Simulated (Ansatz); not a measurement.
# ZnInO: the cost of one run

Computed with Ansatz 0.2.0 (DFT PBE, scalar-relativistic, plane waves, PAW, unless a step's input says otherwise).

## 1. The starting structure

The structure is tetragonal, space group P4/nmm (No. 129). The conventional cell has a = 3.174 Å, b = 3.174 Å, c = 8.035 Å, α = 90.00°, β = 90.00°, γ = 90.00°. Zn (site symmetry 4mm) is surrounded by 5 O at 2.27 to 2.28 Å. Around In (site symmetry 4mm) lie 1 O at 2.27 Å. Around O (site symmetry 4mm) lie 5 Zn at 2.27 to 2.28 Å and 1 In at 2.27 Å.

Coordinates:

```cif
data_structure
_symmetry_space_group_name_H-M 'P4/nmm:1'
_symmetry_Int_Tables_number 129
_cell_length_a 3.1739
_cell_length_b 3.1739
_cell_length_c 8.0351
_cell_angle_alpha 90.000
_cell_angle_beta 90.000
_cell_angle_gamma 90.000
_cell_volume 80.94
loop_
_atom_site_label
_atom_site_type_symbol
_atom_site_symmetry_multiplicity
_atom_site_Wyckoff_symbol
_atom_site_fract_x
_atom_site_fract_y
_atom_site_fract_z
_atom_site_occupancy
Zn1 Zn 2 c 0.00000 0.50000 0.33500 1
In1 In 2 c 0.00000 0.50000 0.90000 1
O1 O 2 c 0.00000 0.50000 0.61700 1
```

A structure generator made this guess: species swapped into a database cell of TaMoN (P4/nmm, No. 129), with Zn on the Ta sites, In on the Mo sites and O on the N sites. The dimensions are guesses.

## 2. A first look at the guess

Contents of input.yaml:

```yaml
crystal:
  lattice:
    - [3.17388395, 0.0, 0.0]
    - [0.0, 3.17388395, 0.0]
    - [0.0, 0.0, 8.03514921]
  atoms:
    - { symbol: Zn, position: [0.0, 0.5, 0.33500001] }
    - { symbol: Zn, position: [0.5, 0.0, 0.66499999] }
    - { symbol: In, position: [0.0, 0.5, 0.89999998] }
    - { symbol: In, position: [0.5, 0.0, 0.10000002] }
    - { symbol: O, position: [0.0, 0.5, 0.61699998] }
    - { symbol: O, position: [0.5, 0.0, 0.38300002] }
basis:
  ecutwfc: 420
kpoints:
  mp_grid: { grid: [6, 6, 2] }
hamiltonian:
  xc: pbe
scf:
  occupations: { method: gaussian, width: 0.1 }
  lower_state_search: "off"
output:
  forces: true
  stress: true
  eigenvalues: true
```

Launch:

```console
$ ansatz run input.yaml --threads 1 --pin off --max-ram 2560MiB --backend cpu --events-out ev --progress --plain --runs-dir out
```

Q: Estimate wall time and peak memory on 1 thread of Intel Xeon at 2.50GHz (Skylake/Cascade Lake), shared host.

About 7 s, with a peak of 0.4 GiB.
